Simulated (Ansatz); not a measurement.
# Sr2Cu2NiSe2O2: the cost of one run

Program: Ansatz 0.2.0. Level of theory: DFT PBE, scalar-relativistic, plane waves, PAW. These are calculated values, not measurements.

## Step 1: The system as given

The structure is tetragonal, space group I4/mmm (No. 139). Conventional cell: a = 3.941 Å, b = 3.941 Å, c = 19.701 Å, α = 90.00°, β = 90.00°, γ = 90.00°. Around Sr (site symmetry 4mm) lie 4 O at 2.59 Å. Ni (site symmetry 4/mmm) is surrounded by 4 O at 1.97 Å. Cu (site symmetry -4m2) is surrounded by 4 Se at 2.51 Å and 4 Cu at 2.79 Å. Se (site symmetry 4mm) has 4 Cu at 2.51 Å as nearest neighbours. Around O (site symmetry mmm) lie 2 Ni at 1.97 Å and 4 Sr at 2.59 Å.

Structure file:

```xyz
9
Lattice="-1.9703 1.9703 9.8503 1.9703 -1.9703 9.8503 1.9703 1.9703 -9.8503" Properties=species:S:1:pos:R:3 pbc="T T T"
Sr    0.0000    0.0000    8.1703
Sr    0.0000    0.0000   11.5303
Ni    0.0000    0.0000    0.0000
Cu    0.0000    1.9703    4.9251
Cu    1.9703    0.0000    4.9251
Se    0.0000    0.0000    3.3740
Se    0.0000    0.0000   16.3266
O     0.0000    1.9703    0.0000
O     1.9703    0.0000    0.0000
```

This cell comes from an earlier session at PBE: 16.996 Å³/atom at 0.00 GPa, on a 8×8×8 mesh.

## Step 2: Ferromagnetic, larger cell

Contents of input.yaml:

```yaml
crystal:
  lattice:
    - [3.9406241678, 0.0, 0.0]
    - [0.0, 3.9406241678, 0.0]
    - [0.0, 0.0, 19.7005760693]
  atoms:
    - { symbol: Sr, position: [0.0, 0.0, 0.4147245125] }
    - { symbol: Sr, position: [0.0, 0.0, 0.5852754875] }
    - { symbol: Ni, position: [0.0, 0.0, 0.0], spin: 2.0 }
    - { symbol: Cu, position: [0.0, 0.5, 0.25] }
    - { symbol: Cu, position: [0.5, 0.0, 0.25] }
    - { symbol: Se, position: [0.0, 0.0, 0.1712634862] }
    - { symbol: Se, position: [0.0, 0.0, 0.8287365138] }
    - { symbol: O, position: [0.0, 0.5, 0.0] }
    - { symbol: O, position: [0.5, 0.0, 0.0] }
    - { symbol: Sr, position: [0.5, 0.5, 0.9147245125] }
    - { symbol: Sr, position: [0.5, 0.5, 1.0852754875] }
    - { symbol: Ni, position: [0.5, 0.5, 0.5], spin: 2.0 }
    - { symbol: Cu, position: [0.5, 1.0, 0.75] }
    - { symbol: Cu, position: [1.0, 0.5, 0.75] }
    - { symbol: Se, position: [0.5, 0.5, 0.6712634862] }
    - { symbol: Se, position: [0.5, 0.5, 1.3287365138] }
    - { symbol: O, position: [0.5, 1.0, 0.5] }
    - { symbol: O, position: [1.0, 0.5, 0.5] }
basis:
  ecutwfc: 420
  ecutrho_ratio: 4
kpoints:
  mp_grid: { grid: [6, 6, 1] }
hamiltonian:
  xc: pbe
scf:
  occupations: { method: gaussian, width: 0.05 }
  lower_state_search: "off"
output:
  forces: true
  stress: true
  eigenvalues: true
  populations: true
magnetization:
  spin_polarized: true
```

Launch:

```console
$ ansatz run input.yaml --threads 4 --pin off --max-ram 10240MiB --backend cpu --events-out ev --progress --plain --runs-dir out
```

**Question.** How long does this run take on 4 threads of Intel Xeon Platinum 8488C (Sapphire Rapids), shared host, and how much memory does it need?

About 26 s, with a peak of 1.7 GiB.
